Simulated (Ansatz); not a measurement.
# HW: the cost of one run

Program: Ansatz 0.2.0, Gaussian basis. Level of theory: the settings change from run to run. These are calculated values, not measurements.

8 further runs of the same task are left out: 2 for a known fault of the program, 2 that didn't finish, 4 set aside as unsound or not needed.

**1. The system**

The geometry is a PBE0/def2-TZVP stationary point (not a proven minimum) of the parent state, kept for this charge and spin. No spin-orbit coupling is included. Elements past krypton take def2 core potentials.

2 atoms, charge 1, spin multiplicity 3.

Atoms are counted from 1 here; the program's logs count them from 0.

Bond lengths: W1–H2 1.690 Å.

**2. CCSDT(Q)/B on UHF/def2-TZVP**

File in.yaml:

```yaml
crystal:
  periodic: [false, false, false]
  atoms:
    - {symbol: W, position_ang: [0.000000, 0.000000, 0.000000]}
    - {symbol: H, position_ang: [0.000000, 0.000000, 1.689800]}
basis:
  gaussian: {orbitals: def2-TZVP}
total_charge: 1
magnetization: {spin_polarized: true, initial_magnetization: 2}
correlation: {method: ccsdt_q_b, electrons: outside_noble_gas}
accuracy: high
scf: {lower_state_search: off}
```

Command:

```
$ ansatz run in.yaml --threads 1 --pin off --events-out ev --progress --plain --max-ram 2393MiB
```

**Question.** How long does this run take on 1 thread of Arm Neoverse V2, shared host, and how much memory does it need?

About 22 s, with a peak of 0.26 GiB.
